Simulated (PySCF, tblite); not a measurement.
**C₃H₉Ga: dynamics, then NMR shifts on frames**

Aim: move C₃H₉Ga (`CC[CH2][GaH2]`) away from its starting geometry and see how NMR shifts follow the geometry.

The runs use tblite 0.8.0 and PySCF 2.14.0, with density-fitted response routines of our own; the level of theory stands in each step. All values are computed, except where a source is named. Atoms are numbered from 0 throughout.

## 1. The molecule as given

13 atoms, charge 0, multiplicity 1; geometry from: GFN2-xTB.

Bonds of the start (Å): C0–C1 1.52, C1–C2 1.53, C2–Ga3 2.04, C0–H4 1.10, C0–H5 1.09, C0–H6 1.09, C1–H7 1.10, C1–H8 1.09, C2–H9 1.10, C2–H10 1.10, Ga3–H11 1.59, Ga3–H12 1.59.

## 2. A short Langevin run with GFN2-xTB

Job settings and geometry (Å):

```
{"job": {"kind": "md", "xc": "GFN2-xTB", "basis": "xTB", "temperature": 400, "steps": 2000, "every": 50, "frames": 5}, "charge": 0, "multiplicity": 1}
C     -1.278467     0.253130    -1.026318
C     -0.836775    -0.333531     0.306657
C      0.588405    -0.888392     0.218153
Ga     1.844472     0.685485    -0.111909
H     -0.578783     1.045726    -1.327605
H     -2.276234     0.680911    -0.956411
H     -1.279592    -0.511409    -1.801849
H     -0.868873     0.455451     1.069633
H     -1.536767    -1.116964     0.611155
H      0.658756    -1.630625    -0.586887
H      0.836642    -1.415444     1.148183
H      3.264149     0.638166    -0.821602
H      1.458678     2.137982     0.399824
```

With the program's defaults for keys left out, this is: GFN2-xTB Langevin dynamics, gas phase.

On the command line:

```bash
> OMP_NUM_THREADS=1 python probes_run.py task.json out
```

The driver reads the jobs from task.json and runs them one after another.

What it wrote:

```text
t/fs     T/K      E/eV
    0.0   333.4   -331.09844
   25.0   244.2   -330.80091
   50.0   204.1   -330.53899
   75.0   218.1   -330.59184
  100.0   322.1   -330.64572
  125.0   330.6   -330.64060
  150.0   352.8   -330.65798
  175.0   311.0   -330.51984
  200.0   444.7   -330.75379
  225.0   408.3   -330.74905
  250.0   385.9   -330.63365
  275.0   361.9   -330.70940
  300.0   300.3   -330.53568
  325.0   317.7   -330.62686
  350.0   369.2   -330.60168
  375.0   300.3   -330.47617
  400.0   398.9   -330.58106
  425.0   341.6   -330.42610
  450.0   425.8   -330.55862
  475.0   532.6   -330.71483
  500.0   354.6   -330.27896
  525.0   444.9   -330.14807
  550.0   584.3   -330.49241
  575.0   412.1   -330.22893
  600.0   388.3   -330.39971
  625.0   499.1   -330.32256
  650.0   540.9   -330.29283
  675.0   457.1   -330.33398
  700.0   455.7   -330.36519
  725.0   452.4   -330.27130
  750.0   614.4   -330.48026
  775.0   589.4   -330.29252
  800.0   521.9   -330.25242
  825.0   412.5   -330.44187
  850.0   394.5   -330.21498
  875.0   447.9   -330.47470
  900.0   476.9   -330.58171
  925.0   412.9   -330.28851
  950.0   435.2   -330.31030
  975.0   306.6   -330.39745
 1000.0   486.6   -330.60860
```

It took 8 s on 1 thread of Arm Neoverse V1, shared host; peak memory 0.18 GiB.

Distance from the start (root mean square after alignment): 0 fs 0.00 Å, 200 fs 0.21 Å, 400 fs 0.47 Å, 600 fs 0.92 Å, 800 fs 0.28 Å, 1000 fs 0.53 Å.

Positions (Å) and forces (eV/Å) at 1000 fs:

```xyz
13

C    -0.618   -1.370   -0.491    0.902   -0.522   -2.437
C    -1.270   -1.580    0.801   -1.352    0.268    0.999
C    -0.446   -0.996    1.956    0.232   -0.430    0.194
Ga    0.432    0.712    1.383   -1.257    0.524    0.304
H    -0.663   -0.331   -0.857    0.043    0.123    0.394
H    -1.056   -1.957   -1.340    0.135    0.207    0.766
H     0.430   -1.668   -0.423    0.225    0.087   -0.127
H    -2.305   -1.227    0.667    0.157    0.276    0.686
H    -1.342   -2.607    1.089   -0.242   -1.087   -0.394
H     0.419   -1.708    2.036   -0.150    0.481    0.030
H    -0.975   -1.129    2.910   -0.076    0.361   -0.139
H     1.823    0.730    0.964    1.845   -0.319   -0.438
H     0.003    2.207    1.102   -0.462    0.029    0.161
```

## 3. NMR shieldings: 250 fs, PBE0/pcSseg-1

Job settings and geometry (Å):

```
{"job": {"kind": "nmr", "xc": "PBE0", "basis": "pcSseg-1", "pop": false}, "charge": 0, "multiplicity": 1}
C     -1.718400    -0.005600    -1.160200
C     -1.500000    -0.290000     0.373900
C     -0.010900    -0.687000     0.591100
Ga     1.467700     0.695200     0.245700
H     -1.084700     0.820100    -1.396600
H     -2.773200     0.339400    -1.336700
H     -1.591800    -0.871600    -1.838500
H     -1.725100     0.568900     1.008700
H     -2.126800    -1.144400     0.679800
H      0.223000    -1.652500     0.081100
H      0.176700    -1.134500     1.624500
H      2.584300     0.520600    -0.789200
H      1.194300     2.249300     0.459400
```

With the program's defaults for keys left out, this is: GIAO PBE0/pcSseg-1 NMR shielding, non-relativistic, gas phase.

What it wrote:

```text
coarse grid: 45208 points
cycle   1  E = -2043.8283768751  dE = -6.107e-01  |g| = 9.885e-01  |ddm| = 3.056e+00
cycle   2  E = -2043.7604822660  dE =  6.789e-02  |g| = 1.172e+00  |ddm| = 1.136e+00
cycle   3  E = -2043.9201159928  dE = -1.596e-01  |g| = 8.841e-02  |ddm| = 7.311e-01
cycle   4  E = -2043.9213937235  dE = -1.278e-03  |g| = 4.405e-02  |ddm| = 1.058e-01
cycle   5  E = -2043.9218665378  dE = -4.728e-04  |g| = 3.620e-03  |ddm| = 3.807e-02
cycle   6  E = -2043.9218694920  dE = -2.954e-06  |g| = 1.005e-03  |ddm| = 3.931e-03
final grid: 95264 points
cycle   7  E = -2043.9218785982  dE = -2.305e-08  |g| = 1.069e-03  |ddm| = 1.933e-03
cycle   8  E = -2043.9218785137  dE =  8.459e-08  |g| = 1.235e-03  |ddm| = 1.597e-03
cycle   9  E = -2043.9218788771  dE = -3.635e-07  |g| = 5.696e-05  |ddm| = 8.255e-04
cycle  10  E = -2043.9218788780  dE = -8.768e-10  |g| = 1.180e-05  |ddm| = 7.637e-05
converged SCF energy = -2043.9218788780

GIAO shielding tensors (ppm)
atom      isotropic    diamagn.    paramagn.     s11        s22        s33       span
  0 C      162.568     246.745     -84.176    145.312    157.785    184.609     39.297
  1 C      157.270     244.949     -87.678    148.422    158.511    164.879     16.457
  2 C      156.616     251.696     -95.080    125.738    155.670    188.440     62.702
  3 Ga    1048.762    2637.656   -1588.893    768.407    940.387   1437.493    669.086
  4 H       31.529      31.387       0.142     27.098     31.565     35.924      8.826
  5 H       29.691      27.288       2.403     25.324     26.745     37.004     11.680
  6 H       29.991      29.308       0.683     26.438     28.165     35.369      8.931
  7 H       29.485      30.216      -0.731     25.416     28.340     34.700      9.284
  8 H       29.293      29.180       0.114     24.379     27.827     35.674     11.295
  9 H       29.340      31.746      -2.407     25.708     28.229     34.081      8.373
 10 H       29.732      29.612       0.120     25.521     27.296     36.381     10.860
 11 H       24.814      28.453      -3.639     19.029     21.454     33.960     14.932
 12 H       24.574      27.851      -3.277     19.548     21.906     32.267     12.719
```

Run time: 13 s. Hardware: 1 thread of Arm Neoverse V1, shared host; peak memory 0.73 GiB.

Shifts follow as δ = σ(reference) − σ, with reference shieldings (ppm) from runs at the same level and on the same kind of geometry: ¹H TMS 31.72, ¹³C TMS 186.9. The references are single molecules in the gas phase. Each atom is listed at this fixed geometry, with no averaging over motion; a spectrum would average atoms that exchange fast.

```csv
atoms,environment,σ (ppm),δ (ppm)
C2,sp3 CH2 bonded to Ga,156.6,30.3
C1,sp3 CH2,157.3,29.7
C0,methyl carbon,162.6,24.4
H12,hydrogen on a Ga bonded to C,24.57,7.14
H11,hydrogen on a Ga bonded to C,24.81,6.90
H8,hydrogen on an sp3 CH2,29.29,2.42
H9,hydrogen on an sp3 CH2 bonded to Ga,29.34,2.38
H7,hydrogen on an sp3 CH2,29.49,2.23
H5,hydrogen on a methyl carbon,29.69,2.03
H10,hydrogen on an sp3 CH2 bonded to Ga,29.73,1.98
H6,hydrogen on a methyl carbon,29.99,1.73
H4,hydrogen on a methyl carbon,31.53,0.19
Ga3,"Ga bonded to C, 2 H",1049,–
```

## 4. NMR shieldings: 425 fs, PBE0/pcSseg-1

Job settings and geometry (Å):

```
{"job": {"kind": "nmr", "xc": "PBE0", "basis": "pcSseg-1", "pop": false}, "charge": 0, "multiplicity": 1}
C     -1.333400    -0.622500    -0.835600
C     -1.573700    -0.372300     0.676200
C     -0.272800    -0.453500     1.582600
Ga     1.112700     0.562100     0.586300
H     -1.335300     0.283800    -1.418300
H     -2.142900    -1.226900    -1.178600
H     -0.322900    -1.064000    -0.969000
H     -2.067700     0.654700     0.774800
H     -2.403100    -1.009800     1.022600
H     -0.087700    -1.548900     1.813700
H     -0.510400     0.200500     2.499800
H      2.682700     0.338900     0.543700
H      0.976700     2.259400     0.342100
```

With the program's defaults for keys left out, this is: GIAO PBE0/pcSseg-1 NMR shielding, non-relativistic, gas phase.

What it wrote:

```text
coarse grid: 45208 points
cycle   1  E = -2043.8205910773  dE = -6.063e-01  |g| = 9.778e-01  |ddm| = 3.051e+00
cycle   2  E = -2043.7708101007  dE =  4.978e-02  |g| = 1.133e+00  |ddm| = 1.077e+00
cycle   3  E = -2043.9081588914  dE = -1.373e-01  |g| = 7.580e-02  |ddm| = 6.714e-01
cycle   4  E = -2043.9088855518  dE = -7.267e-04  |g| = 3.301e-02  |ddm| = 8.058e-02
cycle   5  E = -2043.9091728757  dE = -2.873e-04  |g| = 4.343e-03  |ddm| = 3.101e-02
cycle   6  E = -2043.9091773157  dE = -4.440e-06  |g| = 1.185e-03  |ddm| = 4.592e-03
final grid: 95264 points
cycle   7  E = -2043.9091891342  dE =  2.842e-08  |g| = 1.287e-03  |ddm| = 2.237e-03
cycle   8  E = -2043.9091889553  dE =  1.789e-07  |g| = 1.553e-03  |ddm| = 2.117e-03
cycle   9  E = -2043.9091895514  dE = -5.961e-07  |g| = 1.361e-04  |ddm| = 1.184e-03
cycle  10  E = -2043.9091895555  dE = -4.159e-09  |g| = 1.887e-05  |ddm| = 1.190e-04
cycle  11  E = -2043.9091895556  dE = -1.010e-10  |g| = 1.908e-06  |ddm| = 1.910e-05
converged SCF energy = -2043.9091895556

GIAO shielding tensors (ppm)
atom      isotropic    diamagn.    paramagn.     s11        s22        s33       span
  0 C      162.551     250.411     -87.859    124.620    166.829    196.205     71.585
  1 C      160.340     246.590     -86.250    147.059    158.137    175.824     28.765
  2 C      144.355     252.018    -107.663    100.100    152.600    180.364     80.264
  3 Ga    1119.459    2636.441   -1516.981    836.186   1068.638   1453.554    617.368
  4 H       30.197      31.481      -1.284     27.084     28.047     35.461      8.377
  5 H       30.040      30.036       0.003     24.857     27.773     37.490     12.633
  6 H       31.418      30.932       0.486     27.519     31.974     34.762      7.243
  7 H       28.444      29.898      -1.455     24.667     27.168     33.495      8.828
  8 H       29.524      29.605      -0.080     24.492     28.063     36.018     11.525
  9 H       27.866      28.959      -1.092     24.141     27.240     32.218      8.077
 10 H       28.610      28.465       0.145     24.203     26.446     35.179     10.976
 11 H       24.474      27.307      -2.833     19.160     20.777     33.487     14.328
 12 H       23.809      26.594      -2.785     19.835     20.991     30.603     10.768
```

It took 15 s on 1 thread of Arm Neoverse V1, shared host; peak memory 0.75 GiB.

In short: σ C2 144.4, C1 160.3, C0 162.6, Ga3 1119, H12 23.81, H11 24.47 ppm.

## 5. NMR shieldings: 625 fs, PBE0/pcSseg-1

Job settings and geometry (Å):

```
{"job": {"kind": "nmr", "xc": "PBE0", "basis": "pcSseg-1", "pop": false}, "charge": 0, "multiplicity": 1}
C     -1.762700    -1.480900    -0.489700
C     -1.444400    -0.974600     0.923600
C      0.051300    -0.880200     1.223900
Ga     1.228200     0.765100     0.896600
H     -1.311400    -0.834400    -1.245500
H     -2.829100    -1.568500    -0.504700
H     -1.290600    -2.412900    -0.654000
H     -1.850700     0.015100     0.906000
H     -1.921000    -1.721100     1.542800
H      0.573600    -1.818000     0.870000
H      0.296000    -0.971700     2.283100
H      0.975100     2.118300     0.313800
H      2.546700     1.079300     2.089700
```

With the program's defaults for keys left out, this is: GIAO PBE0/pcSseg-1 NMR shielding, non-relativistic, gas phase.

What it wrote:

```text
coarse grid: 45208 points
cycle   1  E = -2043.8047853369  dE = -4.785e-01  |g| = 1.003e+00  |ddm| = 3.090e+00
cycle   2  E = -2043.7353264910  dE =  6.946e-02  |g| = 1.190e+00  |ddm| = 1.183e+00
cycle   3  E = -2043.9033703442  dE = -1.680e-01  |g| = 9.018e-02  |ddm| = 7.643e-01
cycle   4  E = -2043.9046429567  dE = -1.273e-03  |g| = 4.564e-02  |ddm| = 1.092e-01
cycle   5  E = -2043.9051690644  dE = -5.261e-04  |g| = 4.154e-03  |ddm| = 3.971e-02
cycle   6  E = -2043.9051727454  dE = -3.681e-06  |g| = 1.376e-03  |ddm| = 4.719e-03
final grid: 95264 points
cycle   7  E = -2043.9051769382  dE =  2.138e-08  |g| = 1.434e-03  |ddm| = 2.438e-03
cycle   8  E = -2043.9051767778  dE =  1.604e-07  |g| = 1.640e-03  |ddm| = 2.254e-03
cycle   9  E = -2043.9051774519  dE = -6.741e-07  |g| = 1.362e-04  |ddm| = 1.250e-03
cycle  10  E = -2043.9051774564  dE = -4.521e-09  |g| = 2.320e-05  |ddm| = 1.327e-04
cycle  11  E = -2043.9051774566  dE = -1.332e-10  |g| = 1.576e-06  |ddm| = 2.226e-05
converged SCF energy = -2043.9051774566

GIAO shielding tensors (ppm)
atom      isotropic    diamagn.    paramagn.     s11        s22        s33       span
  0 C      166.254     249.484     -83.230    151.069    157.248    190.445     39.376
  1 C      165.576     246.304     -80.727    153.225    163.197    180.307     27.082
  2 C      154.506     251.205     -96.699    123.732    156.111    183.674     59.942
  3 Ga    1107.028    2636.778   -1529.751    793.429   1091.975   1435.680    642.251
  4 H       30.471      31.323      -0.853     26.806     29.273     35.332      8.526
  5 H       30.601      29.458       1.143     25.876     27.892     38.034     12.158
  6 H       31.624      31.275       0.349     28.142     29.805     36.925      8.783
  7 H       30.005      31.362      -1.357     25.064     29.841     35.110     10.046
  8 H       29.804      29.544       0.260     23.597     29.504     36.312     12.715
  9 H       29.719      30.597      -0.878     25.360     29.286     34.511      9.152
 10 H       29.680      30.384      -0.704     24.226     29.259     35.556     11.330
 11 H       24.798      28.806      -4.008     19.414     20.641     34.340     14.925
 12 H       23.587      25.312      -1.725     19.759     20.821     30.182     10.423
```

Wall time 13 s (1 thread of Arm Neoverse V1, shared host); peak memory 0.74 GiB.

Key values: σ C2 154.5, C1 165.6, C0 166.3, Ga3 1107, H12 23.59, H11 24.80 ppm.

## 6. Shielding tensors: 800 fs, PBE0/pcSseg-1

Job settings and geometry (Å):

```
{"job": {"kind": "nmr", "xc": "PBE0", "basis": "pcSseg-1", "pop": false}, "charge": 0, "multiplicity": 1}
C     -0.719400    -1.322800    -0.719900
C     -1.445200    -1.107000     0.761400
C     -0.296700    -0.824200     1.717300
Ga     0.668200     0.945900     1.322500
H      0.098000    -0.614300    -0.735000
H     -1.377500    -1.359300    -1.536300
H     -0.229800    -2.269200    -0.746800
H     -2.075400    -0.354300     0.507100
H     -1.997500    -2.088500     1.022900
H      0.401500    -1.599700     1.555900
H     -0.708000    -0.722700     2.727800
H      1.967900     1.250900     2.290700
H      0.517200     2.154600     0.167200
```

Level: GIAO PBE0/pcSseg-1 NMR shielding, non-relativistic, gas phase.

What it wrote:

```text
coarse grid: 45208 points
cycle   1  E = -2043.8057900791  dE = -5.516e-01  |g| = 9.922e-01  |ddm| = 3.067e+00
cycle   2  E = -2043.7446518190  dE =  6.114e-02  |g| = 1.165e+00  |ddm| = 1.157e+00
cycle   3  E = -2043.9009015699  dE = -1.562e-01  |g| = 8.018e-02  |ddm| = 7.370e-01
cycle   4  E = -2043.9017997516  dE = -8.982e-04  |g| = 3.833e-02  |ddm| = 9.440e-02
cycle   5  E = -2043.9021795549  dE = -3.798e-04  |g| = 3.849e-03  |ddm| = 3.492e-02
cycle   6  E = -2043.9021829631  dE = -3.408e-06  |g| = 9.433e-04  |ddm| = 4.124e-03
final grid: 95264 points
cycle   7  E = -2043.9021519806  dE = -3.106e-08  |g| = 9.839e-04  |ddm| = 2.188e-03
cycle   8  E = -2043.9021518938  dE =  8.674e-08  |g| = 1.163e-03  |ddm| = 1.731e-03
cycle   9  E = -2043.9021522271  dE = -3.333e-07  |g| = 9.360e-05  |ddm| = 9.387e-04
cycle  10  E = -2043.9021522288  dE = -1.691e-09  |g| = 1.920e-05  |ddm| = 8.270e-05
cycle  11  E = -2043.9021522289  dE = -8.367e-11  |g| = 2.138e-06  |ddm| = 1.665e-05
converged SCF energy = -2043.9021522289

GIAO shielding tensors (ppm)
atom      isotropic    diamagn.    paramagn.     s11        s22        s33       span
  0 C      158.042     250.214     -92.172    122.813    156.623    194.690     71.878
  1 C      160.650     248.990     -88.340    145.987    157.139    178.824     32.838
  2 C      152.334     253.118    -100.784    128.598    158.767    169.636     41.039
  3 Ga    1137.323    2637.230   -1499.907    852.651   1105.012   1454.307    601.656
  4 H       31.647      33.077      -1.430     27.731     32.603     34.608      6.877
  5 H       31.055      31.782      -0.727     26.928     27.492     38.745     11.816
  6 H       30.859      31.977      -1.118     27.828     28.705     36.045      8.217
  7 H       31.148      33.497      -2.349     27.614     29.607     36.223      8.610
  8 H       28.561      27.912       0.649     23.738     26.342     35.604     11.866
  9 H       30.893      32.282      -1.389     26.632     31.026     35.020      8.388
 10 H       29.759      29.330       0.429     24.242     28.633     36.401     12.160
 11 H       24.493      26.808      -2.316     19.606     20.973     32.899     13.292
 12 H       23.721      26.369      -2.648     19.659     20.964     30.540     10.881
```

Wall time 15 s (1 thread of Arm Neoverse V1, shared host); peak memory 0.74 GiB.

Key values: σ C2 152.3, C0 158.0, C1 160.7, Ga3 1137, H12 23.72, H11 24.49 ppm.

## 7. NMR shieldings: 1000 fs, PBE0/pcSseg-1

Job settings and geometry (Å):

```
{"job": {"kind": "nmr", "xc": "PBE0", "basis": "pcSseg-1", "pop": false}, "charge": 0, "multiplicity": 1}
C     -0.618300    -1.369600    -0.491500
C     -1.270100    -1.580400     0.801000
C     -0.446200    -0.996100     1.955900
Ga     0.431600     0.711900     1.383200
H     -0.663000    -0.331000    -0.856500
H     -1.055500    -1.957300    -1.339600
H      0.430100    -1.667900    -0.423100
H     -2.305200    -1.226800     0.667200
H     -1.342000    -2.606500     1.089500
H      0.419500    -1.708100     2.036000
H     -0.974600    -1.128500     2.910400
H      1.822800     0.730300     0.963500
H      0.003300     2.206900     1.102300
```

With the program's defaults for keys left out, this is: GIAO PBE0/pcSseg-1 NMR shielding, non-relativistic, gas phase.

What it wrote:

```text
coarse grid: 45208 points
cycle   1  E = -2043.8223729704  dE = -3.529e-01  |g| = 9.978e-01  |ddm| = 3.117e+00
cycle   2  E = -2043.7615502638  dE =  6.082e-02  |g| = 1.172e+00  |ddm| = 1.117e+00
cycle   3  E = -2043.9158919871  dE = -1.543e-01  |g| = 7.962e-02  |ddm| = 7.036e-01
cycle   4  E = -2043.9168872640  dE = -9.953e-04  |g| = 3.312e-02  |ddm| = 8.596e-02
cycle   5  E = -2043.9171595499  dE = -2.723e-04  |g| = 4.307e-03  |ddm| = 3.027e-02
cycle   6  E = -2043.9171637886  dE = -4.239e-06  |g| = 9.414e-04  |ddm| = 4.323e-03
final grid: 95264 points
cycle   7  E = -2043.9172288965  dE = -2.429e-08  |g| = 9.417e-04  |ddm| = 1.712e-03
cycle   8  E = -2043.9172288557  dE =  4.085e-08  |g| = 1.045e-03  |ddm| = 1.278e-03
cycle   9  E = -2043.9172291006  dE = -2.449e-07  |g| = 6.564e-05  |ddm| = 6.757e-04
cycle  10  E = -2043.9172291013  dE = -7.049e-10  |g| = 1.326e-05  |ddm| = 5.327e-05
converged SCF energy = -2043.9172291013

GIAO shielding tensors (ppm)
atom      isotropic    diamagn.    paramagn.     s11        s22        s33       span
  0 C      165.603     251.022     -85.419    148.654    159.536    188.618     39.964
  1 C      164.237     244.908     -80.671    148.129    164.376    180.206     32.077
  2 C      160.112     253.150     -93.038    133.495    156.372    190.469     56.974
  3 Ga    1048.882    2637.210   -1588.328    784.583    918.434   1443.629    659.046
  4 H       30.919      32.471      -1.552     26.636     30.817     35.304      8.668
  5 H       29.497      28.574       0.923     25.100     26.268     37.122     12.022
  6 H       30.293      31.727      -1.434     26.598     29.447     34.833      8.236
  7 H       29.633      29.213       0.420     25.082     28.154     35.663     10.581
  8 H       30.023      29.317       0.706     24.268     28.547     37.254     12.986
  9 H       29.076      30.887      -1.811     25.743     27.890     33.595      7.852
 10 H       29.882      29.043       0.839     25.614     27.076     36.956     11.343
 11 H       25.728      30.509      -4.780     19.500     21.897     35.789     16.289
 12 H       24.543      27.778      -3.235     19.201     21.675     32.753     13.552
```

Wall time 12 s (1 thread of Arm Neoverse V1, shared host); peak memory 0.74 GiB.

Key values: σ C2 160.1, C1 164.2, C0 165.6, Ga3 1049, H12 24.54, H11 25.73 ppm.

## 8. Comparing the runs: NMR shifts

Shifts (ppm) of some atoms, chosen among heavy atoms and hydrogens apart, with basis size and wall time:

```csv
frame,C2,C1,C0,H9,H7,H5,H6,functions,time
250 fs,30.3,29.7,24.4,2.38,2.23,2.03,1.73,137,13 s
425 fs,42.6,26.6,24.4,3.85,3.27,1.68,0.30,137,15 s
625 fs,32.4,21.3,20.7,2.00,1.71,1.12,0.09,137,13 s
800 fs,34.6,26.3,28.9,0.82,0.57,0.66,0.86,137,15 s
1000 fs,26.8,22.7,21.3,2.64,2.08,2.22,1.42,137,12 s
```

## 9. Results

| quantity | value |
| --- | --- |
| thermostat | 400 K |
| mean temperature, second half | 461 K |
| mean potential energy above the minimum | 0.74 eV |
| ¹³C shifts against TMS (PBE0/pcSseg-1, 250 fs) | 30.3, 29.7, 24.4 ppm |
| ¹H shifts against TMS (PBE0/pcSseg-1, 250 fs) | 7.14, 6.90, 2.42, 2.38, 2.23, 2.03, 1.98, 1.73, 0.19 ppm |
| shieldings of Ga (PBE0/pcSseg-1, 250 fs) | Ga3 1048.8 ppm |
| range of the shift of C2 | 26.8 to 42.6 ppm |

What this shows: In the second half the potential energy averages 0.74 eV above the minimum; equipartition over 33 harmonic modes at 400 K would give 0.57 eV. With 13 atoms the temperature swings widely (204 to 614 K). Shifts at one fixed geometry are not the observed spectrum, which averages over the motion. In the first frame run (250 fs): Shielding is most anisotropic at Ga3 (span 669 ppm, paramagnetic term -1589 ppm). Among the atoms with a shift in every run: In ppm, C2 moves most: its shift spreads over 15.8 ppm, from 26.8 (1000 fs) to 42.6 (425 fs). Spin-orbit coupling is left out, which matters for shieldings and couplings at and beside the heavy atoms.
